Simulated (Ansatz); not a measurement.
# Rb16H: the cost of one run

All numbers below are computed with Ansatz 0.2.0 (DFT PBE, plane waves, PAW, scalar-relativistic, no spin polarisation).

## (1) Starting point

The cell holds 17 atoms (HRb16): a = 11.180 Å, b = 11.180 Å, c = 11.180 Å, α = 90.00°, β = 90.00°, γ = 90.00°.

As a file:

```cif
data_structure
_symmetry_space_group_name_H-M 'P 1'
_symmetry_Int_Tables_number 1
_cell_length_a 11.1800
_cell_length_b 11.1800
_cell_length_c 11.1800
_cell_angle_alpha 90.000
_cell_angle_beta 90.000
_cell_angle_gamma 90.000
_cell_volume 1397.42
loop_
_atom_site_label
_atom_site_type_symbol
_atom_site_fract_x
_atom_site_fract_y
_atom_site_fract_z
_atom_site_occupancy
Rb1 Rb 0.00000 0.00000 0.00000 1
Rb2 Rb 0.50000 0.00000 0.00000 1
Rb3 Rb 0.00000 0.50000 0.00000 1
Rb4 Rb 0.00000 0.00000 0.50000 1
Rb5 Rb 0.25000 0.25000 0.25000 1
Rb6 Rb 0.50000 0.50000 0.00000 1
Rb7 Rb 0.50000 0.00000 0.50000 1
Rb8 Rb 0.75000 0.25000 0.25000 1
Rb9 Rb 0.00000 0.50000 0.50000 1
Rb10 Rb 0.25000 0.75000 0.25000 1
Rb11 Rb 0.25000 0.25000 0.75000 1
Rb12 Rb 0.50000 0.50000 0.50000 1
Rb13 Rb 0.75000 0.75000 0.25000 1
Rb14 Rb 0.75000 0.25000 0.75000 1
Rb15 Rb 0.25000 0.75000 0.75000 1
Rb16 Rb 0.75000 0.75000 0.75000 1
H1 H 0.00328 0.74202 0.88010 1
```

## (2) Relaxing the start

The input, input.yaml:

```yaml
accuracy: low
crystal:
  lattice:
    - [11.18, 0.0, 0.0]
    - [0.0, 11.18, 0.0]
    - [0.0, 0.0, 11.18]
  atoms:
    - { symbol: Rb, position: [0.0, 0.0, 0.0] }
    - { symbol: Rb, position: [0.5, 0.0, 0.0] }
    - { symbol: Rb, position: [0.0, 0.5, 0.0] }
    - { symbol: Rb, position: [0.0, 0.0, 0.5] }
    - { symbol: Rb, position: [0.25, 0.25, 0.25] }
    - { symbol: Rb, position: [0.5, 0.5, 0.0] }
    - { symbol: Rb, position: [0.5, 0.0, 0.5] }
    - { symbol: Rb, position: [0.75, 0.25, 0.25] }
    - { symbol: Rb, position: [0.0, 0.5, 0.5] }
    - { symbol: Rb, position: [0.25, 0.75, 0.25] }
    - { symbol: Rb, position: [0.25, 0.25, 0.75] }
    - { symbol: Rb, position: [0.5, 0.5, 0.5] }
    - { symbol: Rb, position: [0.75, 0.75, 0.25] }
    - { symbol: Rb, position: [0.75, 0.25, 0.75] }
    - { symbol: Rb, position: [0.25, 0.75, 0.75] }
    - { symbol: Rb, position: [0.75, 0.75, 0.75] }
    - { symbol: H, position: [0.0032816, 0.7420161, 0.8800985] }
basis:
  ecutwfc: 420.0
kpoints:
  mp_grid: { grid: [2, 2, 2] }
hamiltonian:
  xc: pbe
scf:
  occupations: { method: fermi_dirac, width: 0.05 }
  lower_state_search: "off"
relax:
  f_tol: 0.08
  max_steps: 25
  adjacent_minimum: "off"
output:
  write_density: true
  write_potential: true
  elf: true
  volumetric_format: npy
```

Run with:

```bash
> ansatz run input.yaml --threads 4 --pin off --max-ram 10240MiB --backend cpu --events-out ev --progress --plain --runs-dir out
```

What time and memory should one allow on 4 threads of Intel Xeon 6975P-C (Granite Rapids), shared host?

About 30 s, with a peak of 2.9 GiB.
